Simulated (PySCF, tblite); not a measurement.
# BH₇O₃Si₃, a small molecule taken as a stand-in for a surface group (silica 3-ring): NMR shifts, core binding energies and electronic excitations

What NMR shifts, core binding energies and electronic excitations should one expect for `B[SiH]1O[SiH2]O[SiH2]O1`?

Computed with tblite 0.8.0 and PySCF 2.14.0; each step states its level. No surroundings beyond the atoms listed, unless a continuum is named. Atoms count from 0, parts from 1.

## 1. The system as given

14 atoms, charge 0, multiplicity 1; geometry: distance geometry start.

## 2. Geometry optimisation with GFN2-xTB

Job settings and geometry (Å):

```
{"job": {"kind": "relax", "xc": "GFN2-xTB", "basis": "xTB"}, "charge": 0, "multiplicity": 1}
O      0.355641    -0.586023     1.473706
Si    -1.392347    -0.636249     1.750989
O     -2.137811     0.858143     1.141833
Si    -1.580934     1.750982    -0.296493
O      0.165849     1.587166    -0.443817
Si     1.115994     0.189443     0.066635
B      1.202149    -1.097664    -1.409955
H     -1.970167    -1.747112     1.104798
H     -1.647392    -0.709662     3.162109
H     -1.940608     3.098372    -0.190125
H     -2.187996     1.230744    -1.486438
H      2.415632     0.577220     0.416365
H      0.663582    -2.084612    -1.245964
H      1.117508    -0.657499    -2.458865
```

Method: GFN2-xTB geometry optimisation, gas phase.

Launch:

```sh
$ OMP_NUM_THREADS=1 python cluster_run.py task.json out
```

This one command runs all jobs of the session in turn.

The program printed:

```text
step      E/eV     max force
  0    -610.23623    3.797
  1    -611.00973    2.362
  2    -611.63324    1.399
  3    -611.77287    1.107
  4    -611.98493    0.673
  5    -612.02329    0.557
  6    -612.10758    0.798
  7    -612.16041    0.871
  8    -612.20297    0.606
  9    -612.22323    0.562
 10    -612.24170    0.400
 11    -612.25648    0.433
 12    -612.26912    0.383
 13    -612.27451    0.204
 14    -612.27763    0.170
 15    -612.28126    0.204
 16    -612.28557    0.185
 17    -612.28955    0.179
 18    -612.29286    0.165
 19    -612.29602    0.167
 20    -612.29962    0.134
 21    -612.30329    0.141
 22    -612.30653    0.135
 23    -612.30981    0.133
 24    -612.31377    0.159
 25    -612.31794    0.169
 26    -612.32132    0.149
 27    -612.32404    0.124
 28    -612.32697    0.174
 29    -612.33006    0.168
 30    -612.33252    0.109
 31    -612.33421    0.099
 32    -612.33569    0.134
 33    -612.33761    0.158
 34    -612.34027    0.152
 35    -612.34278    0.117
 36    -612.34438    0.094
 37    -612.34581    0.095
 38    -612.34741    0.115
 39    -612.34937    0.141
 40    -612.35160    0.118
 41    -612.35356    0.102
 42    -612.35508    0.094
 43    -612.35639    0.085
 44    -612.35788    0.112
 45    -612.35966    0.108
 46    -612.36128    0.085
 47    -612.36252    0.078
 48    -612.36338    0.048
 49    -612.36384    0.062
 50    -612.36418    0.049
 51    -612.36453    0.043
 52    -612.36490    0.051
 53    -612.36532    0.049
 54    -612.36570    0.042
 55    -612.36600    0.043
 56    -612.36629    0.044
 57    -612.36673    0.072
 58    -612.36750    0.098
 59    -612.36886    0.105
 60    -612.37099    0.103
 61    -612.37327    0.078
 62    -612.37469    0.155
 63    -612.37535    0.103
 64    -612.37682    0.087
 65    -612.37834    0.072
 66    -612.37982    0.055
 67    -612.38130    0.067
 68    -612.38279    0.145
 69    -612.38372    0.135
 70    -612.38477    0.072
 71    -612.38520    0.054
 72    -612.38566    0.066
 73    -612.38619    0.084
 74    -612.38696    0.143
 75    -612.38774    0.096
 76    -612.38869    0.064
 77    -612.38923    0.044
 78    -612.38950    0.043
 79    -612.38976    0.043
 80    -612.39002    0.033
 81    -612.39022    0.039
 82    -612.39042    0.040
 83    -612.39061    0.037
 84    -612.39085    0.040
 85    -612.39114    0.048
 86    -612.39147    0.045
 87    -612.39178    0.043
 88    -612.39214    0.041
 89    -612.39240    0.033
 90    -612.39261    0.038
 91    -612.39283    0.034
 92    -612.39307    0.034
 93    -612.39328    0.031
 94    -612.39343    0.029
 95    -612.39355    0.024
 96    -612.39368    0.029
 97    -612.39380    0.031
 98    -612.39395    0.029
 99    -612.39418    0.026
100    -612.39443    0.039
101    -612.39463    0.042
102    -612.39482    0.033
103    -612.39498    0.032
104    -612.39516    0.040
105    -612.39537    0.043
106    -612.39562    0.049
107    -612.39592    0.043
108    -612.39632    0.050
109    -612.39682    0.064
110    -612.39734    0.073
111    -612.39781    0.071
112    -612.39825    0.071
113    -612.39873    0.071
114    -612.39938    0.059
115    -612.40015    0.064
116    -612.40069    0.056
117    -612.40129    0.068
118    -612.40161    0.089
119    -612.40215    0.079
120    -612.40253    0.055
121    -612.40305    0.044
122    -612.40327    0.045
123    -612.40354    0.035
124    -612.40375    0.029
125    -612.40395    0.030
126    -612.40405    0.060
127    -612.40412    0.033
128    -612.40426    0.033
129    -612.40436    0.031
130    -612.40447    0.036
131    -612.40458    0.030
132    -612.40471    0.024
133    -612.40485    0.030
134    -612.40492    0.036
135    -612.40500    0.022
136    -612.40504    0.020
137    -612.40510    0.019
138    -612.40512    0.013
139    -612.40514    0.008
```

Run time: 2.9 s. Hardware: 1 thread of Arm Neoverse V2, shared host.

The steps of the relaxation:

```
step  energy from step 0 (eV)  largest force (eV/Å)
   0                   0.0000                3.7977
   5                  -1.7871                0.5572
  10                  -2.0055                0.4004
  15                  -2.0450                0.2044
  20                  -2.0634                0.1335
  25                  -2.0817                0.1692
  30                  -2.0963                0.1092
  35                  -2.1065                0.1169
  40                  -2.1154                0.1182
  45                  -2.1234                0.1076
  50                  -2.1280                0.0496
  55                  -2.1298                0.0429
  60                  -2.1348                0.1033
  65                  -2.1421                0.0719
  70                  -2.1485                0.0713
  75                  -2.1515                0.0964
  80                  -2.1538                0.0329
  85                  -2.1549                0.0479
  90                  -2.1564                0.0383
  95                  -2.1573                0.0240
 100                  -2.1582                0.0397
 105                  -2.1591                0.0437
 110                  -2.1611                0.0736
 115                  -2.1639                0.0646
 120                  -2.1663                0.0556
 125                  -2.1677                0.0298
 130                  -2.1682                0.0359
 135                  -2.1688                0.0218
 139                  -2.1689                0.0073
```

Close pairs (by a distance rule), those that changed most:

```
   bond  before (Å)  after (Å)  change (Å)
 O2–Si3       1.782      1.625      -0.157
 Si1–O2       1.778      1.625      -0.153
 O0–Si1       1.771      1.620      -0.151
 Si3–O4       1.761      1.620      -0.141
 O0–Si5       1.777      1.646      -0.132
 O4–Si5       1.765      1.646      -0.120
Si5–H11       1.401      1.471      +0.071
 Si3–H9       1.399      1.454      +0.055
```

## 3. Optimising the geometry at PBE0-D3(BJ)/def2-SVP

Job settings and geometry (Å):

```
{"job": {"xc": "PBE0", "basis": "def2-SVP", "d3": "d3bj", "grid": 2, "kind": "geom", "shake": 0.01}, "charge": 0, "multiplicity": 1}
O      0.539505    -0.865074     0.996898
Si    -0.952665    -0.651061     1.652139
O     -1.755469     0.542939     0.872297
Si    -1.221104     1.533318    -0.321069
O      0.244970     1.126632    -0.785513
Si     1.273061    -0.019836    -0.221935
B      1.708474    -1.257495    -1.674202
H     -1.675999    -1.865054     1.393742
H     -0.757668    -0.205706     3.048232
H     -1.207564     2.873378     0.243395
H     -2.134188     1.261627    -1.443216
H      2.283277     0.769604     0.518335
H      0.861536    -1.880399    -2.239096
H      2.787357    -1.377482    -2.025599
```

The program printed:

```text
step   0  E = -1122.30224029  max force = 0.045166
step   1  E = -1122.31940265  max force = 0.008053
step   2  E = -1122.31989597  max force = 0.002307
step   3  E = -1122.31995390  max force = 0.000800
step   4  E = -1122.31996868  max force = 0.000817
step   5  E = -1122.31999453  max force = 0.000743
step   6  E = -1122.32001752  max force = 0.001196
step   7  E = -1122.32005767  max force = 0.001451
step   8  E = -1122.32009494  max force = 0.001017
step   9  E = -1122.32011478  max force = 0.000392
step  10  E = -1122.32011834  max force = 0.000210
optimisation converged
```

Wall time 2 min (1 thread of Arm Neoverse V2, shared host); peak memory 0.76 GiB.

Relaxation path:

```
step  energy from step 0 (eV)  largest force component (eV/Å)
   0                   0.0000                          2.3225
   1                  -0.4670                          0.4141
   2                  -0.4804                          0.1186
   3                  -0.4820                          0.0411
   4                  -0.4824                          0.0420
   5                  -0.4831                          0.0382
   6                  -0.4837                          0.0615
   7                  -0.4848                          0.0746
   8                  -0.4858                          0.0523
   9                  -0.4864                          0.0202
  10                  -0.4865                          0.0108
```

Close pairs (by a distance rule), those that changed most:

```
  bond  before (Å)  after (Å)  change (Å)
Si3–O4       1.591      1.662      +0.071
B6–H13       1.141      1.208      +0.067
Si5–B6       1.957      2.015      +0.058
Si1–H7       1.437      1.487      +0.050
O4–Si5       1.640      1.674      +0.034
Si3–H9       1.454      1.486      +0.032
Si1–O2       1.637      1.663      +0.026
O2–Si3       1.640      1.663      +0.023
```

The next job starts from the end point, and lists it.

```
                         at the end point                value
rotational constants (GHz, main isotopes)  2.028, 1.480, 0.992
                        dipole moment (D)                 0.55
```

## 4. Shielding tensors: PBE0/pcSseg-1

Job settings and geometry (Å):

```
{"job": {"kind": "nmr", "xc": "PBE0", "basis": "pcSseg-1"}, "charge": 0, "multiplicity": 1}
O      0.657394    -0.739997     1.095052
Si    -0.895148    -0.709298     1.687225
O     -1.720803     0.480792     0.870308
Si    -1.274100     1.552672    -0.320434
O      0.318581     1.256651    -0.689823
Si     1.382990     0.070311    -0.177435
B      1.604694    -1.235985    -1.695113
H     -1.554377    -2.018403     1.438454
H     -0.862796    -0.387308     3.137237
H     -1.412722     2.943519     0.183537
H     -2.118897     1.327134    -1.522656
H      2.605956     0.740768     0.343677
H      0.612173    -1.800520    -2.094686
H      2.650775    -1.494953    -2.240883
```

Method: GIAO PBE0/pcSseg-1 NMR shielding, non-relativistic, gas phase.

The program printed:

```text
coarse grid: 13560 points
cycle   1  E = -1122.4083557237  dE =  7.462e-01  |g| = 1.198e+00  |ddm| = 3.578e+00
cycle   2  E = -1121.9946307108  dE =  4.137e-01  |g| = 1.896e+00  |ddm| = 2.302e+00
cycle   3  E = -1122.6539635858  dE = -6.593e-01  |g| = 9.583e-02  |ddm| = 1.630e+00
cycle   4  E = -1122.6557196020  dE = -1.756e-03  |g| = 4.746e-02  |ddm| = 1.523e-01
cycle   5  E = -1122.6560775839  dE = -3.580e-04  |g| = 2.121e-02  |ddm| = 4.499e-02
cycle   6  E = -1122.6561579793  dE = -8.040e-05  |g| = 1.254e-03  |ddm| = 1.593e-02
cycle   7  E = -1122.6561583934  dE = -4.141e-07  |g| = 2.926e-04  |ddm| = 1.770e-03
final grid: 118216 points
cycle   8  E = -1122.7247124789  dE = -9.961e-06  |g| = 1.025e-02  |ddm| = 1.597e-02
cycle   9  E = -1122.7246893169  dE =  2.316e-05  |g| = 1.544e-02  |ddm| = 1.701e-02
cycle  10  E = -1122.7247302245  dE = -4.091e-05  |g| = 5.700e-04  |ddm| = 1.061e-02
cycle  11  E = -1122.7247303022  dE = -7.766e-08  |g| = 1.545e-04  |ddm| = 6.558e-04
cycle  12  E = -1122.7247303060  dE = -3.779e-09  |g| = 7.988e-05  |ddm| = 1.571e-04
cycle  13  E = -1122.7247303072  dE = -1.177e-09  |g| = 8.859e-06  |ddm| = 6.341e-05
cycle  14  E = -1122.7247303072  dE = -2.433e-11  |g| = 1.657e-06  |ddm| = 1.081e-05
converged SCF energy = -1122.7247303072

GIAO shielding tensors (ppm)
atom      isotropic    diamagn.    paramagn.     s11        s22        s33       span
  0 O      247.716     403.667    -155.951    185.669    225.183    332.297    146.628
  1 Si     385.478     879.689    -494.211    356.712    393.274    406.448     49.736
  2 O      249.757     402.035    -152.278    183.386    225.927    339.959    156.573
  3 Si     385.393     879.703    -494.310    356.568    393.231    406.380     49.811
  4 O      248.454     403.692    -155.237    186.783    223.778    334.801    148.019
  5 Si     379.688     879.742    -500.054    341.868    379.523    417.671     75.803
  6 B      -10.301     200.732    -211.033   -109.009    -60.693    138.799    247.808
  7 H       25.963      29.227      -3.264     23.155     23.266     31.468      8.313
  8 H       25.994      28.123      -2.128     23.035     23.410     31.538      8.503
  9 H       25.995      28.142      -2.147     23.029     23.422     31.533      8.504
 10 H       25.991      29.227      -3.235     23.184     23.297     31.493      8.308
 11 H       25.708      28.397      -2.689     22.581     22.926     31.618      9.037
 12 H       21.555      31.349      -9.794      9.259     27.568     27.839     18.581
 13 H       21.619      29.031      -7.412     11.244     25.610     28.003     16.760
```

Run time: 26 s. Hardware: 1 thread of Arm Neoverse V2, shared host; peak memory 0.89 GiB.

The references, computed at this level on geometries of the same kind, shield at (ppm): 1H TMS 31.27, 29Si TMS 352.0, 17O H2O 334.6, 11B BF3·OEt2 100.7. Their shielding less the atom's gives the shift. The references are single molecules in the gas phase, so shifts against H2O, NH3, PH3, H3PO4 or CFCl3 are not on the usual liquid scales and can be off by tens of ppm. Atoms listed in one row are averaged.

```
   atoms                             environment  σ (ppm)  δ (ppm)
     H12        hydrogen on a boron bonded to Si    21.56     9.71
     H13        hydrogen on a boron bonded to Si    21.62     9.65
     H11  hydrogen on a silicon bonded to B, 2 O    25.71     5.56
      H7     hydrogen on a silicon bonded to 2 O    25.96     5.30
     H10     hydrogen on a silicon bonded to 2 O    25.99     5.28
  H8, H9     hydrogen on a silicon bonded to 2 O    25.99     5.27
  O0, O4                   oxygen bonded to 2 Si    248.1     86.5
      O2                   oxygen bonded to 2 Si    249.8     84.8
     Si5             silicon bonded to B, 2 O, H    379.7    -27.7
Si1, Si3              silicon bonded to 2 O, 2 H    385.4    -33.4
      B6                 boron bonded to Si, 2 H    -10.3    111.0
```

Charges from the same density, by scheme (e):

```
   atoms  Mulliken    IAO  Hirshfeld  ESP fit
  O0, O4     -0.78  -0.87      -0.32    -0.55
Si1, Si3      1.03   1.19       0.47     0.84
      O2     -0.77  -0.88      -0.32    -0.57
     Si5      1.06   1.19       0.42     0.70
      B6     -0.23  -0.23       0.10     0.18
```

Mayer bond orders: O0–Si1 0.93, Si1–O2 0.91, O2–Si3 0.91, Si3–O4 0.93, O4–Si5 0.87, Si5–B6 0.94, Si5–O0 0.87.

Ring of atoms O0, Si1, O2, Si3, O4, Si5: NICS(0) -1.8, NICS(1) 0.5, NICS(1)zz 3.5 ppm (means of both faces).

Orbitals, density, ELF and potential are computed afterwards from the orbital file.

Frontier orbitals at PBE0/pcSseg-1, with the share of their density that lies nearest to each atom:

```
orbital  energy (eV)                                     lies on
   HOMO        -7.92   B6 22 %; H11 15 %; O0, O4 about 12 % each
   LUMO        -2.68  B6 57 %; H12, H13 about 12 % each; Si5 7 %
```

ELF in a plane through or near 5 of the atoms.

Ten even steps from ' ' (0.00) to '@' (1.00):
```
                                                        
                                                        
                                    ::..                
                                  ==%%@@**..            
                      ..----..  --@@@@@@@@%%            
                      ==**##==::==@@@@@@@@@@            
                      ++%%##%%++..++@@@@@@##            
          ....  ......==%%--##**....**++::              
      ..##%%**--++%%--..**%%##==::::::..                
      ==@@@@%%++##@@..==..--::  ..==++--..              
      ++@@@@%%++##@@..==..--::  ..==++==::              
      ::##@@**--++%%--..**%%##==::::::..                
          ::..  ......++%%::####....**++::              
                    ..++%%%%%%++..++@@@@@@**            
                      ==**##==::==@@@@@@@@@@            
                      ..----    --@@@@@@@@%%            
                                ..++%%@@##..            
                                    ::::                
                                                        
                                                        
```
The map spans 12.8 Å across and 9.7 Å up, centred on the molecule. Atoms in the plane (x, y in Å): O0 (-0.1, 1.3), O4 (-0.2, -1.3), Si5 (-1.1, 0.0), H8 (2.3, 2.2), H9 (2.2, -2.3).

log10 of the density (e/Å³) in the same plane.

Values, 10 rows by 14 columns:
```
-4.0 -4.0 -4.0 -4.0 -4.0 -4.0 -4.0 -4.0 -4.0 -3.8 -4.0 -4.0 -4.0 -4.0
-4.0 -4.0 -4.0 -4.0 -4.0 -4.0 -3.8 -3.2 -2.6 -2.3 -2.6 -3.5 -4.0 -4.0
-4.0 -4.0 -4.0 -4.0 -3.7 -2.6 -1.6 -1.4 -1.1 -0.5 -1.3 -2.7 -4.0 -4.0
-4.0 -3.8 -3.0 -2.5 -2.3 -1.4  0.0  0.3 -0.4 -0.1 -1.0 -2.7 -4.0 -4.0
-4.0 -2.9 -1.8 -1.2 -0.9 -0.5  0.0  0.0 -0.7 -0.8 -1.6 -3.2 -4.0 -4.0
-4.0 -2.8 -1.5 -0.8 -0.6 -0.1  0.1 -0.6 -0.9 -0.7 -1.5 -3.3 -4.0 -4.0
-4.0 -3.3 -2.5 -1.9 -1.7 -1.0  0.3  0.6 -0.4 -0.5 -1.5 -2.9 -4.0 -4.0
-4.0 -4.0 -3.7 -3.3 -3.1 -1.9 -0.8 -0.7 -0.7  0.1 -1.0 -2.6 -4.0 -4.0
-4.0 -4.0 -4.0 -4.0 -4.0 -3.7 -2.7 -2.4 -1.9 -1.5 -2.0 -3.1 -4.0 -4.0
-4.0 -4.0 -4.0 -4.0 -4.0 -4.0 -4.0 -3.9 -3.4 -3.1 -3.4 -4.0 -4.0 -4.0
```
The map spans 12.8 Å across and 9.7 Å up, centred on the molecule. Atoms in the plane (x, y in Å): O0 (-0.1, 1.3), O4 (-0.2, -1.3), Si5 (-1.1, 0.0), H8 (2.3, 2.2), H9 (2.2, -2.3).

On the surface of density 0.002 e/bohr³ the electrostatic potential runs, from the 1st to the 99th percentile, from -0.86 V near O2 to 1.71 V near B6.

[end of part 1 of 2]
